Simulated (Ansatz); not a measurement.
# CsLiCr2Te2S3 (R32) in Ansatz: further runs

The runs below take CsLiCr2Te2S3 through electric field gradients, band structure, with PBE, BLYP.

All numbers are computed with Ansatz 0.2.0; they aren't measurements. Logs are shortened: lines on timing, memory, paths and dates and some standing lists are left out, and cuts for length are marked.

**1. The structure**

It takes space group R32 (No. 155, trigonal). Conventional cell: a = 6.639 Å, b = 6.639 Å, c = 20.639 Å, α = 90.00°, β = 90.00°, γ = 120.00°. Cs (site symmetry 32) has 6 Te at 3.84 Å and 6 S at 4.04 Å and 2 Cr at 4.16 Å as nearest neighbours. Li (site symmetry 32) has 3 S at 2.41 Å as nearest neighbours. Cr (site symmetry 3) has 3 S at 2.24 Å and 1 Te at 2.45 Å as nearest neighbours. Around Te (site symmetry 3) lie 1 Cr at 2.45 Å. Around S (site symmetry 2) lie 2 Cr at 2.24 Å and 1 Li at 2.41 Å.

The cell was built by a generator and needn't be a form met in nature.

**2. Electric field gradients, PBE, collinear spin, ferromagnetic start**

Contents of input.yaml:

```yaml
crystal:
  lattice:
    - [3.31929, 1.91639, 6.87982]
    - [-3.31929, 1.91639, 6.87982]
    - [0.0, -3.83279, 6.87982]
  atoms:
    - { symbol: Cs, position: [0.0, 0.0, 0.0] }
    - { symbol: Li, position: [0.5, 0.5, 0.5] }
    - { symbol: Cr, position: [0.79848, 0.79848, 0.79848], spin: 3.0 }
    - { symbol: Cr, position: [0.20152, 0.20152, 0.20152], spin: 3.0 }
    - { symbol: Te, position: [0.6799, 0.6799, 0.6799] }
    - { symbol: Te, position: [0.3201, 0.3201, 0.3201] }
    - { symbol: S, position: [0.13626, 0.86374, 0.5] }
    - { symbol: S, position: [0.5, 0.13626, 0.86374] }
    - { symbol: S, position: [0.86374, 0.5, 0.13626] }
hamiltonian:
  xc: pbe
  pseudopotentials: { kind: paw }
magnetization:
  spin_polarized: true
kpoints:
  mp_grid: { grid: [5, 5, 5] }
scf:
  occupations: { method: fermi_dirac, width: 0.05 }
output:
  forces: true
  stress: true
  eigenvalues: true
  efg: {}
```

Potentials or basis: Ansatz PAW.

Command:

```
ansatz run input.yaml --threads 8 --pin off --max-ram 20480MiB --backend cpu --events-out ev --progress --plain --runs-dir out
```

Log:

```text
Warning: RAYON_NUM_THREADS=8 ignored (pool sized by the plan → 8); use --threads N
Te, Cs: output.efg is read without spin–orbit coupling, which moves field gradients at and beside such atoms by some per cent and up to a factor of two; PAW files take it under magnetization.noncollinear and magnetization.spin_orbit
Engine: ansatz 0.2.0, x86_64-unknown-linux-gnu
Pseudopotentials: kind: paw
Pseudopotential: Cs, paw, valence charge 9, recommended cutoff 420 eV (normal), Cs.paw.azcp
Pseudopotential: Li, paw, valence charge 3, recommended cutoff 420 eV (normal), Li.paw.azcp
Pseudopotential: Cr, paw, valence charge 14, recommended cutoff 420 eV (normal), Cr.paw.azcp
Pseudopotential: Te, paw, valence charge 16, recommended cutoff 420 eV (normal), Te.paw.azcp
Pseudopotential: S, paw, valence charge 6, recommended cutoff 420 eV (normal), S.paw.azcp
Functional definition: PBE
  parameter kappa = 0.804
  parameter beta = 0.06672455060314922
  exchange = pbe_x(kappa = kappa, mu = beta*pi^2/3)
  correlation = pbe_c(beta = beta)
Crystal: 9 atoms, lattice volume = 262.578 Å³
Basis set: ecut = 420 eV, 5129 PW (Γ), exchange–correlation on 108×108×108 points (8 copies of the dense FFT grid, shifted against one another)
Bands: 58, of which v1, the nominal top of the filled ones, is band 45 counted from 1 (44 counted from 0)
Symmetry: 6 space group operations
Space group: R32 (ITA 155), of the structure as read, at distance tolerance 6.4e-5 Å
Magnetic group: BNS 155.45 (UNI 1275), of the structure as read, at distance tolerance 6.4e-5 Å
k-points: 19 of 125 (time reversal used)
Non-local potential: Cs, projectors of the file, l = 0: 3, l = 1: 2, l = 2: 2, l = 3: 2
Non-local potential: Li, projectors of the file, l = 0: 3, l = 1: 2, l = 2: 1
Non-local potential: Cr, projectors of the file, l = 0: 3, l = 1: 2, l = 2: 3, l = 3: 1
Non-local potential: Te, projectors of the file, l = 0: 2, l = 1: 2, l = 2: 2, l = 3: 2
Non-local potential: S, projectors of the file, l = 0: 2, l = 1: 2, l = 2: 2
PAW form: soft (Blöchl's): semilocal exchange-correlation on the pseudo side does not see the compensation charge
PAW one-centre angular grid: Cs, 194 points (default); XC on 64 Gauss nodes
PAW one-centre angular grid: Li, 110 points (default); XC on 64 Gauss nodes
PAW one-centre angular grid: Cr, 590 points (default); XC on 64 Gauss nodes
PAW one-centre angular grid: Te, 590 points (default); XC on 64 Gauss nodes
PAW one-centre angular grid: S, 110 points (default); XC on 64 Gauss nodes
Initial density: superposition of atomic densities (chi_scale 0.1, normalization cell, long waves kept (reshape's long-wave potential 0.04 eV rms))
Starting moments: Σ|m| = 6 μB on 2 of 9 sites
Initial wavefunctions: pseudopotential atomic-orbital guess
Functional: x = pbe(κ = 0.804, μ = 0.2195149727645171), c = pbe(β = 0.06672455060314922)
SCF iter   1: F=—  HF=-29306.244185 eV  |F-HF|=—  |Δ(HF+E_count)|=         —  Δρ=5.92e-2 (↑5.92e-2 ↓2.46e-2)  dr2=3.12e1  dr2_m=9.91e-1  M=4.000 μB ∫|m|=4.775 μB  β_m=0.30  ethr=3.10e-3  ⟨swp⟩=8.2  Hψ=9349  notcnv=0  defer=4
Mixer restart at iter 1: flushing history
preconditioner: auto → Kerker (q_TF=auto, 2.282 Å⁻¹)  [metal: Δε(μ)=0.020 eV  Ē_g=8.053 eV  σ=0.050 eV  W_gap=0.10  n_scr=58 (ndim 8)  ℏωp=16.2 eV  f_vac=0.000  D(μ)=3.54/eV (n_scr^D=14)]
spin=Collinear: Kerker preconditioning applied to the charge; magnetization (m = ρ↑ − ρ↓) channel mixes plain (no charge-response kernel on spin).
SCF iter   2: F=—  HF=-29304.045656 eV  |F-HF|=—  |Δ(HF+E_count)|=    2.20e0  Δρ=2.23e-2 (↑2.23e-2 ↓1.39e-2)  dr2=9.70e0  dr2_m=1.67e-1  M=4.000 μB ∫|m|=5.002 μB  β_m=0.39  ethr=3.10e-3  ⟨swp⟩=3.8  Hψ=5132  notcnv=0  defer=119
SCF iter   3: F=—  HF=-29302.655042 eV  |F-HF|=—  |Δ(HF+E_count)|=    1.39e0  Δρ=9.60e-3 (↑9.60e-3 ↓8.25e-3)  dr2=2.20e0  dr2_m=4.64e-2  M=4.000 μB ∫|m|=5.453 μB  β_m=0.62  ethr=3.10e-3  ⟨swp⟩=3.0  Hψ=3515  notcnv=0  defer=119
SCF iter   4: F=—  HF=-29302.304177 eV  |F-HF|=—  |Δ(HF+E_count)|=   3.51e-1  Δρ=5.48e-3 (↑5.48e-3 ↓3.03e-3)  dr2=3.89e-1  dr2_m=9.53e-3  M=4.002 μB ∫|m|=5.854 μB  β_m=0.81  ethr=2.45e-3  ⟨swp⟩=2.9  Hψ=3451  notcnv=0  defer=128
[... 15 lines left out ...]
SCF converged after 17 iterations
Magnetization: 4.0017 μB (47.0008 up, 42.9992 down)
Absolute magnetization: 6.0252 μB (∫|ρ↑−ρ↓|, with the PAW one-centre terms)
Spin contamination: 0.5375 ħ² per cell (⟨S²⟩ above its minimum at these occupations)
Per-site moments (μB) at R_I (Å): [(-0.012397045072187725, 1.5850336120841484), (0.008165767560025527, 0.9960708924144775), (2.0737490606839355, 0.9231419305386307), (2.073749060683938, 0.9231419305386311), (-0.1508421954834676, 1.0095637063051195), (-0.15084219548346683, 1.0095637063051186), (-0.05670457417179767, 0.9231419305386307), (-0.05670457417179763, 0.9231419305386307), (-0.0567045741717981, 0.9231419305386307)]
Free energy (F): -29302.303151 eV
Harris-Foulkes:  -29302.303151 eV  (|F-HF|=5.58e-8)
Internal energy: -29302.283547 eV  (E = F + TS)
E sigma→0 (E₀):  -29302.293349 eV
Entropy (-TS):   -0.019605 eV (-2.178 meV/atom)
Fermi energy:    5.481134 eV
--- Per-component energies (eV) ---
  E_band       = -1417.204418
  E_kinetic    = 1527.157565
  E_local      = -9143.462642  (includes V_loc(G=0)·N_el)
  E_nonlocal   = -375.261394
  E_hartree    = 4414.300226
  E_xc         = -1000.473568
  E_vxc        = -961.656805  (∫ρ·V_xc dr)
  E_paw        = -18607.401974  (= ΣΔE_a)
  E_vpaw       = -1292.599199  (= ΣTr[D̂ρ^β])
  E_aug_tail   = 0.000361  (compensation charges beyond the density's cutoff)
  E_ewald      = -6117.142121
  E_smearing   = -0.019605  (= −TS)
  E_closure    = -0.000000  (closes the sum)
  Σ components = -29302.303151   (vs F -29302.303151, Δ=0.00e0)
--- Forces (eV/Å), atoms counted from 1 ---
  atom   1  Cs     0.00000000     0.00000000    -0.00000000
  atom   2  Li     0.00000000     0.00000000     0.00000000
  atom   3  Cr     0.00000000     0.00000000    -0.00588424
  atom   4  Cr    -0.00000000    -0.00000000     0.00588424
  atom   5  Te    -0.00000000    -0.00000000     0.00526384
  atom   6  Te    -0.00000000     0.00000000    -0.00526384
  atom   7  S     -0.00625342     0.00000000     0.00000000
  atom   8  S      0.00312671    -0.00541562    -0.00000000
  atom   9  S      0.00312671     0.00541562     0.00000000
  max |Σ_I F_I| component: 1.73e-17 eV/Å
--- Stress (GPa, compression-positive) ---
       -0.015386       0.000000       0.000000
        0.000000      -0.015386       0.000000
       -0.000000       0.000000      -0.028920
  P = ⅓ Tr σ = -0.0199 GPa (-0.199 kbar)
--- PAW observables at the nuclei: V_zz in 10²¹ V/m², potentials from the cell's mean, atoms counted from 1 ---
  atom   1  Cs V_zz =    +2.267181   η = 0.0000   by run symmetry: allowed
            electrostatic potential = -9373.290320 V   contact ρ = 1900605.360740 e/Å³   contact ρ_s (e/Å³): all electrons -0.037500, valence +0.003930
  atom   2  Li V_zz =    +0.210338   η = 0.0000   by run symmetry: allowed
            electrostatic potential = -167.480663 V   contact ρ = 94.433011 e/Å³   contact ρ_s (e/Å³): all electrons +0.047205, valence +0.045696
  atom   3  Cr V_zz =    +1.316909   η = 0.0000   by run symmetry: allowed
            electrostatic potential = -2853.860502 V   contact ρ = 76326.355375 e/Å³   contact ρ_s (e/Å³): all electrons -0.643482, valence +3.626856
  atom   4  Cr V_zz =    +1.316909   η = 0.0000   by run symmetry: allowed
            electrostatic potential = -2853.860502 V   contact ρ = 76326.355375 e/Å³   contact ρ_s (e/Å³): all electrons -0.643482, valence +3.626856
  atom   5  Te V_zz =    -5.223728   η = 0.0000   by run symmetry: allowed
            electrostatic potential = -8644.282394 V   contact ρ = 1468737.625259 e/Å³   contact ρ_s (e/Å³): all electrons +0.052436, valence +0.232389
  atom   6  Te V_zz =    -5.223728   η = 0.0000   by run symmetry: allowed
            electrostatic potential = -8644.282394 V   contact ρ = 1468737.625259 e/Å³   contact ρ_s (e/Å³): all electrons +0.052436, valence +0.232389
  atom   7  S  V_zz =    +3.273056   η = 0.1624   by run symmetry: allowed
            electrostatic potential = -1631.706371 V   contact ρ = 19766.343594 e/Å³   contact ρ_s (e/Å³): all electrons -0.150381, valence -0.163536
  atom   8  S  V_zz =    +3.273056   η = 0.1624   by run symmetry: allowed
            electrostatic potential = -1631.706371 V   contact ρ = 19766.343594 e/Å³   contact ρ_s (e/Å³): all electrons -0.150381, valence -0.163536
  atom   9  S  V_zz =    +3.273056   η = 0.1624   by run symmetry: allowed
            electrostatic potential = -1631.706371 V   contact ρ = 19766.343594 e/Å³   contact ρ_s (e/Å³): all electrons -0.150381, valence -0.163536
--- Band table (eV; the first three rows and the last of 38) ---
  k-point 0 ↑: bands = ["-67.4271", "-67.4269", "-40.5548", "-38.8273", "-38.8273", "-38.8246", "-38.8246", "-38.7202", "-38.7196", "-30.5849", "-30.5835", "-30.5835", "-30.5830", "-30.5815", "-30.5815", "-30.5682", "-30.5682", "-30.5677", "-30.5677", "-15.7080", "-7.4876", "-6.8344", "-6.8344", "-4.9239", "-4.2675", "-2.6329", "-2.6329", "-2.6238", "0.5876", "1.3236", "1.3236", "1.5948", "1.5948", "2.2504", "2.4356", "2.6119", "2.6119", "2.9226", "3.0812", "3.0812", "3.2503", "4.0017", "4.0017", "4.9901", "4.9901", "5.3188", "5.3188", "5.5488", "5.8152", "5.8152", "7.1947", "7.2689", "7.2689", "8.9361", "10.4658", "10.4658", "10.6316", "10.7099"]
  k-point 1 ↑: bands = ["-67.4270", "-67.4269", "-40.5548", "-38.8273", "-38.8271", "-38.8248", "-38.8246", "-38.7202", "-38.7197", "-30.5848", "-30.5840", "-30.5838", "-30.5827", "-30.5814", "-30.5812", "-30.5682", "-30.5682", "-30.5678", "-30.5677", "-15.7076", "-7.4310", "-6.8907", "-6.8472", "-4.9141", "-4.3341", "-2.6430", "-2.6155", "-2.5642", "0.5674", "1.2205", "1.3782", "1.5477", "1.7330", "2.2050", "2.4083", "2.4999", "2.6832", "2.9079", "3.1828", "3.2448", "3.3506", "4.0579", "4.1482", "4.7958", "4.9074", "5.2291", "5.4401", "5.5417", "5.8481", "5.8725", "6.8802", "7.0651", "7.1039", "9.4468", "10.1706", "10.2808", "10.7381", "11.1098"]
  k-point 2 ↑: bands = ["-67.4270", "-67.4269", "-40.5548", "-38.8274", "-38.8266", "-38.8253", "-38.8245", "-38.7201", "-38.7198", "-30.5847", "-30.5845", "-30.5841", "-30.5825", "-30.5812", "-30.5809", "-30.5683", "-30.5681", "-30.5678", "-30.5677", "-15.7069", "-7.2908", "-7.0319", "-6.8671", "-4.8728", "-4.4720", "-2.6581", "-2.6022", "-2.4330", "0.6094", "1.0395", "1.4099", "1.4643", "2.0459", "2.0918", "2.3076", "2.4285", "2.7305", "2.9186", "3.0494", "3.5959", "3.7879", "4.0114", "4.2536", "4.4153", "4.8877", "5.2576", "5.3008", "5.8495", "6.0437", "6.2422", "6.4339", "6.6544", "6.8381", "9.8340", "9.9853", "10.2465", "10.7494", "10.8076"]
  k-point 18 ↓: bands = ["-65.0405", "-65.0403", "-40.5451", "-36.6089", "-36.6083", "-36.3697", "-36.3693", "-36.3664", "-36.3660", "-30.6313", "-30.6311", "-30.6291", "-30.6288", "-30.6245", "-30.6230", "-30.6126", "-30.6126", "-30.6121", "-30.6121", "-15.7139", "-7.4313", "-6.9201", "-6.8797", "-5.1937", "-4.5350", "-2.6477", "-2.5766", "-2.5587", "0.9419", "1.5640", "1.7745", "2.0374", "2.2240", "2.3503", "2.6475", "2.7300", "2.8427", "3.1393", "3.4801", "3.7693", "3.8461", "4.6969", "4.7784", "6.2603", "6.2908", "6.4149", "6.6198", "6.7004", "7.4601", "7.5063", "7.5579", "8.1566", "8.2172", "10.3613", "10.3823", "10.6245", "11.2254", "11.4185"]
```

Run time: 12 s. Hardware: 8 threads of Intel Xeon Platinum 8488C (Sapphire Rapids), shared host; peak memory 1.4 GiB.

Results:

```
Free energy            : -29302.3032 eV
Pressure               : 0.0 GPa
Largest force          : 0.006 eV/Å
Band gap on the k mesh : none (metal or under the smearing width)
Net moment             : 4.00 μB per cell
Absolute moment        : 6.03 μB per cell
Site moments           : Cs -0.01; Li +0.01; Cr +2.07; Te -0.15; S -0.06 μB
```

Forces in eV/Å, atoms in the order of the input:
```
Cs   0.000  0.000  0.000
Li   0.000  0.000  0.000
Cr   0.000  0.000 -0.006
Cr   0.000  0.000  0.006
Te   0.000  0.000  0.005
Te   0.000  0.000 -0.005
S   -0.006  0.000  0.000
S    0.003 -0.005  0.000
S    0.003  0.005  0.000
```

Levels at points of the mesh, in eV from the Fermi level:
Spin up:
| k point | band 45 | band 46 | band 47 | band 48 | band 49 | band 50 |
| --- | --- | --- | --- | --- | --- | --- |
| (0.00, 0.00, 0.00) | -0.49 | -0.16 | -0.16 | 0.07 | 0.33 | 0.33 |
Spin down:
```tsv
k point	band 41	band 42	band 43	band 44	band 45	band 46
(0.00, 0.00, 0.00)	-1.76	-0.22	-0.22	0.72	0.72	1.06
```

Caveat: only a ferromagnetic start was run, and an antiferromagnetic order may lie lower in energy.

**3. Band structure, BLYP, collinear spin, ferromagnetic start**

input.yaml: that of step 2 with these lines changed.

```diff
@@ -16,3 +16,3 @@
 hamiltonian:
-  xc: pbe
+  xc: blyp
   pseudopotentials: { kind: paw }
@@ -22,4 +22,12 @@
   mp_grid: { grid: [5, 5, 5] }
+  band_path:
+    path:
+      - [[0.0, 0.0, 0.0], [0.5, 0.0, 0.0], [0.5, 0.2183944418, -0.2183944418]]
+      - [[0.7816055582, 0.5, 0.2183944418], [0.5, 0.5, 0.5], [0.0, 0.0, 0.0], [0.3591972209, 0.0, -0.3591972209]]
+      - [[0.6408027791, 0.3591972209, 0.0], [0.5, 0.5, 0.0], [0.6408027791, 0.6408027791, 0.2183944418], [0.5, 0.5, 0.5]]
+      - [[0.5, 0.0, 0.0], [0.7816055582, 0.3591972209, 0.3591972209]]
+    npoints: 10
 scf:
   occupations: { method: fermi_dirac, width: 0.05 }
+  n_extra_bands: 22
 output:
@@ -28,2 +36,2 @@
   eigenvalues: true
-  efg: {}
+  fatbands: false
```

Potentials or basis: Ansatz PAW.

Command:

```
ansatz run input.yaml --threads 8 --pin off --max-ram 20480MiB --backend cpu --events-out ev --progress --plain --runs-dir out
```

It took 17 s on 8 threads of AMD EPYC 9R45 (Zen 5), shared host; peak memory 2.3 GiB.

Results (log left out):

| Quantity | Value |
| --- | --- |
| Free energy | -29384.2975 eV |
| Pressure | 2.1 GPa |
| Largest force | 0.198 eV/Å |
| Band gap on the k mesh | none (metal or under the smearing width) |
| Net moment | 4.00 μB per cell |
| Absolute moment | 5.66 μB per cell |
| Site moments | Cs -0.01; Li +0.01; Cr +2.01; Te -0.13; S -0.04 μB |

Forces on the atoms (eV/Å):
```
Cs   0.000  0.000  0.000
Li   0.000  0.000  0.000
Cr   0.000  0.000 -0.097
Cr   0.000  0.000  0.097
Te   0.000  0.000 -0.093
Te   0.000  0.000  0.093
S    0.198  0.000  0.000
S   -0.099  0.172  0.000
S   -0.099 -0.172  0.000
```

Stress tensor (GPa, compression positive):
```
2.24 0.00 0.00
0.00 2.24 0.00
0.00 0.00 1.87
```

Levels at the corners of the path, in eV from the Fermi level:
Spin up:
| point | band 44 | band 45 | band 46 | band 47 | band 48 | band 49 | band 50 | band 51 |
| --- | --- | --- | --- | --- | --- | --- | --- | --- |
| Γ | -0.48 | -0.48 | -0.18 | -0.18 | 0.11 | 0.30 | 0.30 | 1.69 |
| L | -1.07 | -0.50 | -0.28 | -0.20 | 0.43 | 0.77 | 0.81 | 0.83 |
| B1 | -0.75 | -0.69 | -0.45 | -0.21 | 0.35 | 0.39 | 0.83 | 0.97 |
| B | -0.75 | -0.69 | -0.45 | -0.21 | 0.35 | 0.39 | 0.83 | 0.97 |
| Z | -1.12 | -1.12 | -0.39 | -0.24 | -0.24 | 0.82 | 0.82 | 1.13 |
| Γ | -0.48 | -0.48 | -0.18 | -0.18 | 0.11 | 0.30 | 0.30 | 1.69 |
| X | -0.81 | -0.61 | -0.45 | -0.17 | 0.31 | 0.43 | 0.82 | 1.09 |
| Q | -0.81 | -0.61 | -0.45 | -0.17 | 0.31 | 0.43 | 0.82 | 1.09 |
| F | -0.84 | -0.66 | -0.37 | -0.05 | 0.13 | 0.44 | 0.45 | 0.88 |
| P1 | -0.93 | -0.63 | -0.35 | -0.27 | 0.31 | 0.42 | 0.62 | 0.92 |
| Z | -1.12 | -1.12 | -0.39 | -0.24 | -0.24 | 0.82 | 0.82 | 1.13 |
| L | -1.07 | -0.50 | -0.28 | -0.20 | 0.43 | 0.77 | 0.81 | 0.83 |
| P | -0.93 | -0.63 | -0.35 | -0.27 | 0.31 | 0.42 | 0.62 | 0.92 |
Spin down:
```csv
point,band 41,band 42,band 43,band 44,band 45,band 46
Γ,-1.78,-0.23,-0.23,0.61,0.61,0.95
L,-1.48,-0.90,-0.78,0.68,0.98,1.15
B1,-1.39,-0.80,-0.36,0.77,0.91,1.05
B,-1.39,-0.80,-0.36,0.77,0.91,1.05
Z,-1.64,-0.75,-0.75,0.59,0.59,0.77
Γ,-1.78,-0.23,-0.23,0.61,0.61,0.95
X,-1.35,-0.82,-0.34,0.81,0.94,1.03
Q,-1.35,-0.82,-0.34,0.81,0.94,1.03
F,-1.59,-0.69,-0.31,0.74,0.78,0.94
P1,-1.65,-0.70,-0.50,0.73,0.79,1.00
Z,-1.64,-0.75,-0.75,0.59,0.59,0.77
L,-1.48,-0.90,-0.78,0.68,0.98,1.15
P,-1.65,-0.70,-0.50,0.73,0.79,1.00
```

Caveat: spin-orbit coupling is left out, which moves the levels of the heavy elements; only a ferromagnetic start was run, and an antiferromagnetic order may lie lower in energy; the PAW data sets come from PBE, with cores solved anew for the run's functional, which leaves a small shift of forces and pressure.
